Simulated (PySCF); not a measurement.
# C5H7F3O2: NMR shifts

Wanted: the NMR shifts of C5H7F3O2 (`FC(F)(F)[C@H]1COCCO1`), by calculation.

Computed with PySCF 2.14.0, with density-fitted response routines of our own, on a single molecule in the gas phase. Atoms count from 0, in the outputs and in this text.

**1. The molecule as given**

17 atoms, charge 0, multiplicity 1; geometry from: GFN2-xTB.

Bonds of the start (Å): F0–C1 1.34, C1–F2 1.34, C1–F3 1.33, C1–C4 1.53, C4–C5 1.54, C5–O6 1.40, O6–C7 1.41, C7–C8 1.53, C8–O9 1.42, O9–C4 1.41, C4–H10 1.10, C5–H11 1.10, C5–H12 1.09, C7–H13 1.09, C7–H14 1.10, C8–H15 1.09, C8–H16 1.10.

**2. NMR shieldings: PBE0/pcSseg-1**

What the job is given:

```
{"job": {"kind": "nmr", "xc": "PBE0", "basis": "pcSseg-1"}, "charge": 0, "multiplicity": 1}
F      2.931188    -0.345190    -0.841604
C      2.189202     0.024917     0.216667
F      2.278825    -0.963410     1.109716
F      2.786154     1.093492     0.745991
C      0.750314     0.309282    -0.202948
C      0.093444    -0.944113    -0.806085
O     -1.250922    -0.676801    -1.114559
C     -1.959004    -0.262533     0.037866
C     -1.306499     0.979781     0.645863
O      0.055885     0.727895     0.947655
H      0.771890     1.117336    -0.955160
H      0.164741    -1.766183    -0.077603
H      0.582202    -1.230006    -1.738384
H     -2.976315    -0.047971    -0.289319
H     -1.968929    -1.073823     0.779755
H     -1.773394     1.249890     1.592151
H     -1.375778     1.819468    -0.059912
```

Level: GIAO PBE0/pcSseg-1 NMR shielding, non-relativistic, gas phase.

The program printed:

```text
coarse grid: 15200 points
cycle   1  E = -643.6823280663  dE =  1.732e+00  |g| = 1.094e+00  |ddm| = 3.636e+00
cycle   2  E = -643.4341916738  dE =  2.481e-01  |g| = 1.672e+00  |ddm| = 1.694e+00
cycle   3  E = -643.8833672141  dE = -4.492e-01  |g| = 8.278e-02  |ddm| = 1.116e+00
cycle   4  E = -643.8842590388  dE = -8.918e-04  |g| = 4.833e-02  |ddm| = 7.666e-02
cycle   5  E = -643.8846638676  dE = -4.048e-04  |g| = 1.282e-02  |ddm| = 3.542e-02
cycle   6  E = -643.8846879071  dE = -2.404e-05  |g| = 2.796e-03  |ddm| = 8.414e-03
cycle   7  E = -643.8846893554  dE = -1.448e-06  |g| = 5.360e-04  |ddm| = 2.453e-03
final grid: 150872 points
cycle   8  E = -643.9844791808  dE = -4.455e-05  |g| = 1.489e-02  |ddm| = 2.994e-02
cycle   9  E = -643.9844305157  dE =  4.867e-05  |g| = 2.257e-02  |ddm| = 2.110e-02
cycle  10  E = -643.9845182193  dE = -8.770e-05  |g| = 1.132e-03  |ddm| = 1.336e-02
cycle  11  E = -643.9845184919  dE = -2.727e-07  |g| = 2.815e-04  |ddm| = 1.260e-03
cycle  12  E = -643.9845185058  dE = -1.388e-08  |g| = 8.065e-05  |ddm| = 2.418e-04
cycle  13  E = -643.9845185066  dE = -7.560e-10  |g| = 2.995e-05  |ddm| = 5.613e-05
converged SCF energy = -643.9845185066

GIAO shielding tensors (ppm)
atom      isotropic    diamagn.    paramagn.     s11        s22        s33       span
  0 F      263.875     472.254    -208.379    177.708    266.296    347.622    169.914
  1 C       54.818     243.780    -188.961     51.788     54.578     58.089      6.301
  2 F      270.633     474.023    -203.390    188.975    277.058    345.865    156.890
  3 F      259.933     470.993    -211.060    175.656    260.366    343.776    168.120
  4 C      108.705     248.190    -139.486     94.067    107.652    124.394     30.327
  5 C      117.564     246.376    -128.813     95.677    107.524    149.490     53.814
  6 O      304.471     394.970     -90.499    256.379    312.719    344.315     87.937
  7 C      116.876     246.587    -129.711     95.288    107.459    147.883     52.595
  8 C      116.252     245.503    -129.251     95.154    105.476    148.125     52.971
  9 O      289.092     397.602    -108.510    244.642    290.070    332.565     87.923
 10 H       27.757      30.938      -3.181     25.771     26.206     31.294      5.524
 11 H       27.890      30.448      -2.558     22.776     28.983     31.911      9.136
 12 H       27.708      29.611      -1.903     22.887     28.497     31.740      8.853
 13 H       28.022      28.349      -0.327     24.051     26.403     33.612      9.561
 14 H       27.925      29.661      -1.736     23.644     26.820     33.312      9.668
 15 H       27.873      28.926      -1.053     23.767     26.453     33.401      9.634
 16 H       27.826      29.673      -1.847     22.963     26.780     33.735     10.772
```

Wall time 27 s (1 thread, shared host).

Shifts follow as δ = σ(reference) − σ, with reference shieldings (ppm) from runs at the same level and on the same kind of geometry: ¹H TMS 31.72, ¹³C TMS 186.9, ¹⁹F CFCl3 170.9, ¹⁷O H2O 336.1. The references are single molecules in the gas phase, so shifts against H2O, NH3, PH3, H3PO4 or CFCl3 are not on the usual liquid scales and can be off by tens of ppm. Atoms listed in one row are averaged.

```
     atoms                         environment  σ (ppm)  δ (ppm)  δ scaled to CDCl3
        C1                          CF3 carbon     54.8    132.1              127.0
        C4                  sp3 CH bonded to O    108.7     78.2               74.4
        C8                 sp3 CH2 bonded to O    116.3     70.7               67.1
        C7                 sp3 CH2 bonded to O    116.9     70.0               66.5
        C5                 sp3 CH2 bonded to O    117.6     69.4               65.8
       H12  hydrogen on an sp3 CH2 bonded to O    27.71     4.01               3.88
       H10   hydrogen on an sp3 CH bonded to O    27.76     3.96               3.84
       H16  hydrogen on an sp3 CH2 bonded to O    27.83     3.89               3.77
       H15  hydrogen on an sp3 CH2 bonded to O    27.87     3.84               3.73
       H11  hydrogen on an sp3 CH2 bonded to O    27.89     3.83               3.71
       H14  hydrogen on an sp3 CH2 bonded to O    27.93     3.79               3.68
       H13  hydrogen on an sp3 CH2 bonded to O    28.02     3.70               3.59
F0, F2, F3             fluorine of a CF3 group    264.8    -93.9                  –
        O9                        ether oxygen    289.1     47.0                  –
        O6                        ether oxygen    304.5     31.6                  –
```

The scaled column applies a straight-line fit of computed shieldings to shifts measured in CDCl3, and one for carbons that bear F (root-mean-square error 0.16 ppm for H, 1.9 ppm for C).

The run also stored atomic charges by several schemes (e):

```
     atoms  Mulliken    IAO  Hirshfeld  ESP fit
F0, F2, F3     -0.27  -0.28      -0.09    -0.16
        C1      0.84   0.81       0.26     0.42
        C4     -0.08   0.02       0.01    -0.01
        C5      0.12  -0.08      -0.01     0.01
        O6     -0.51  -0.39      -0.15    -0.36
        C7      0.04  -0.08       0.00     0.05
        C8      0.04  -0.07       0.00     0.07
        O9     -0.51  -0.39      -0.15    -0.33
```

Mayer bond orders: F0–C1 0.98, C1–F2 1.01, C1–F3 1.02, C1–C4 0.97, C4–C5 0.99, C5–O6 0.93, O6–C7 0.92, C7–C8 1.04, C8–O9 0.91, O9–C4 0.92.

Ring of atoms C4, C5, O6, C7, C8, O9: NICS(0) -2.2, NICS(1) -1.6, NICS(1)zz 2.9 ppm (means of both faces).

**3. Outcome**

```
                                                                 quantity                                         value
                                   ¹³C shifts against TMS (PBE0/pcSseg-1)             132.1, 78.2, 70.7, 70.0, 69.4 ppm
                                    ¹H shifts against TMS (PBE0/pcSseg-1)  4.01, 3.96, 3.89, 3.84, 3.83, 3.79, 3.70 ppm
¹⁹F shifts against CFCl3 (PBE0/pcSseg-1, means over atoms taken as alike)                                     -93.9 ppm
                                   ¹⁷O shifts against H2O (PBE0/pcSseg-1)                                47.0, 31.6 ppm
```

**Reading.** At PBE0/pcSseg-1: The largest span, 165 ppm, is at F0, F2, F3, where the paramagnetic term is -208 ppm.
